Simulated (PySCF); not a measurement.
# A diatomic session: GdCl

Aim: find the lowest electronic state of GdCl, scan its bond at several levels of theory, and get bond length, wavenumber and dissociation energy from each curve.

Program: PySCF 2.14.0. Level of theory: Gd x2c-TZVPall, Cl x2c-TZVPall, spin-free X2C with a Gaussian nucleus. These are calculated values, not measurements.

## (1) Set-up

The job is set up so:

```json
{
  "atoms": "Gd, Cl",
  "charge": "0",
  "basis": "Gd x2c-TZVPall, Cl x2c-TZVPall",
  "Hamiltonian": "spin-free X2C with a Gaussian nucleus",
  "basis functions": "141",
  "electrons treated": "81",
  "masses in u": "157.9241, 34.9689",
  "levels": "PBE0, PBE, r²SCAN, M06, TPSSh, HSE06, HF, MP2, SCS-MP2",
  "grid": "80 radial by 434 angular points",
  "occupations": "held fixed by the projection of orbital angular momentum",
  "dissociation limit": "Gd + Cl, each in its ground configuration",
  "starting distance in angstrom": "2.490",
  "values of 2S to try": "5, 7, 9"
}
```

On the command line:

```sh
$ OMP_NUM_THREADS=4 python dia.py task.json out
```

After this run come: PBE0 along the bond; Higher solutions at PBE0; PBE (GGA); r²SCAN (meta-GGA); M06; TPSSh (hybrid meta-GGA); HSE06; ROHF (mean field).

Before running it: what results should come out? Wanted: for each run, Re; ωe; De; μ.

As calculated:

Lowest PBE0 solution found, without spin–orbit coupling: octet, unpaired electrons σ ↑, π ↑↑, δ ↑↑, φ ↑↑, about 7.0 electrons in the 4f shell (Mulliken). State 2 has its PBE0 minimum 0.06 eV higher. State 3 has its PBE0 minimum 0.94 eV higher, as a spin-mixed determinant (⟨S²⟩ = 10.72), so this is no gap between pure states. The other levels ran on the lowest alone.

| level | Re (Å) | ωe (cm⁻¹) | De (eV) | μ (D) |
| --- | --- | --- | --- | --- |
| ROHF | 2.486 | 334 | 3.92 | -2.98 |
| ROHF-MP2 | 2.390 | 369 | 5.01 | n/a |
| ROHF-SCS-MP2 | 2.412 | 360 | 4.90 | n/a |
| r²SCAN | 2.419 | 339 | 5.14 | -3.14 |
| TPSSh | 2.418 | 340 | 5.09 | -2.90 |
| PBE0 | 2.405 | 351 | 5.01 | -2.71 |
| M06 | 2.416 | 353 | 5.26 | -2.74 |
| HSE06 | 2.406 | 350 | 5.01 | -2.71 |

De is counted to Gd + Cl in their ground configurations. A positive dipole means Gd(−)Cl(+). No constants: PBE (the points don't follow one smooth fit).

The methods spread over 0.096 Å in bond length, from ROHF-MP2 to ROHF. Among the levels with a De in the table, it runs from 3.92 eV (ROHF) to 5.26 eV (M06).

Correlated steps freeze 23 core orbitals. Spin–orbit coupling is left out, which matters for elements this heavy, above all for dissociation energies. With d or f electrons several states lie close, and the lowest PBE0 determinant need not be the measured ground state. At some levels the lowest empty orbital lies below the highest filled one (the two can be of opposite spin). With spin–orbit coupling the term label itself may not hold.
